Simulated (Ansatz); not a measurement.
**Co (P6_3/mmc): equation of state with a fit from a Python script**

Where is the equilibrium volume of Co (P6_3/mmc), and how stiff is it? Aim: an equation of state with a fit, for Co (P6_3/mmc), run from a script.

Computed with Ansatz 0.2.0, driven from Python. Level of theory: DFT PBE, plane waves, PAW.

**1. The structure**

The structure is hexagonal, space group P6_3/mmc (No. 194). The conventional cell has a = 2.507 Å, b = 2.507 Å, c = 4.070 Å, α = 90.00°, β = 90.00°, γ = 120.00°. Co (site symmetry -6m2) is surrounded by 12 Co at 2.50 to 2.51 Å.

The script holds or builds the structure itself.

**2. The script**

co_eos.py

```python
"""Bulk modulus of Co from an E(V) curve."""

import ansatz as az
import numpy as np
from pymatgen.analysis.eos import EOS

SETTINGS = {
    "xc": "pbe",
    "occupations": "Fermi-Dirac",
    "scf_tol": 1e-09,
    "kmesh": (15, 15, 8),
}

vectors0 = np.array([
    [2.5074, 0.0, 0.0],
    [-1.2537, 2.171472, 0.0],
    [0.0, 0.0, 4.0699],
])
sites = [
    ("Co", (1 / 3, 2 / 3, 0.25), 1.8),
    ("Co", (2 / 3, 1 / 3, 0.75), 1.8),
]


def build(cell):
    crystal = az.Crystal(lattice=az.Lattice.of(cell))
    for symbol, position, moment in sites:
        crystal = crystal.atom(symbol, position, moment=moment or None)
    return crystal

# scale the volume, keep shape and fractions
volumes, energies = [], []
for scale in np.linspace(0.95, 1.07, 5):
    cell = vectors0 * scale ** (1 / 3)
    calc = build(cell).calculation()
    calc = calc.functional(SETTINGS["xc"])
    calc = calc.basis(19 * az.Ha).occupations(SETTINGS["occupations"])
    calc = calc.spin("collinear")
    calc = calc.scf(tolerance=SETTINGS["scf_tol"])
    calc = calc.kpoints(*SETTINGS["kmesh"])
    report = calc.run(threads=1).report
    volumes.append(abs(np.linalg.det(cell)) / len(sites))
    energies.append(report["free_energy_ev"] / len(sites))
    print(f"V = {volumes[-1]:8.4f} A^3/atom  F = {energies[-1]:.5f} eV/atom")

for form in ["pourier_tarantola", "murnaghan"]:
    fit = EOS(eos_name=form).fit(volumes, energies)
    print(f"{form:18s} V0 {fit.v0:8.4f} A^3/atom  B0 {fit.b0_GPa:7.1f} GPa  B1 {fit.b1:5.2f}")
```

**3. What the engine is handed**

The engine receives this input (first run):

```yaml
crystal:
  lattice:
    - [2.464893483265334, 0.0, 0.0]
    - [-1.232446741632667, 2.1346602783333894, 0.0]
    - [0.0, 0.0, 4.0009053152833935]
  atoms:
    - { symbol: Co, position: [0.3333333333333333, 0.6666666666666666, 0.25], spin: 1.8 }
    - { symbol: Co, position: [0.6666666666666666, 0.3333333333333333, 0.75], spin: 1.8 }
basis:
  ecutwfc: 517.016338673772
kpoints:
  mp_grid:
    grid: [15, 15, 8]
hamiltonian:
  xc: pbe
magnetization:
  spin_polarized: true
scf:
  convergence:
    dr2_threshold: 1.0e-09
  occupations:
    method: fermi_dirac
```

**4. Launch**

The run is started by

```bash
python co_eos.py
```

**Question.** Where does the minimum lie against the volume typed, and how stiff is the crystal?

As calculated:

```
                      quantity           value
                 runs compared               5
               range of energy  50.31 meV/atom
lowest point, volume (Å³/atom)          10.858
      equilibrium volume (fit)   10.88 Å³/atom
            bulk modulus (fit)         215 GPa
```

A third-order Birch-Murnaghan fit through the 5 points has its minimum at 10.88 Å³ an atom, 1.8 % below the typed cell, with a bulk modulus of 215 GPa and dB/dP = 4.6. From that minimum the energy rises by 8.0 meV an atom on the compressed side and 50.3 meV on the expanded side. What to keep in mind:
- Other magnetic orders than the one started from may lie lower.
- Shape and fractional positions are held along the curve, so the bulk modulus is an upper value where they are free to relax.
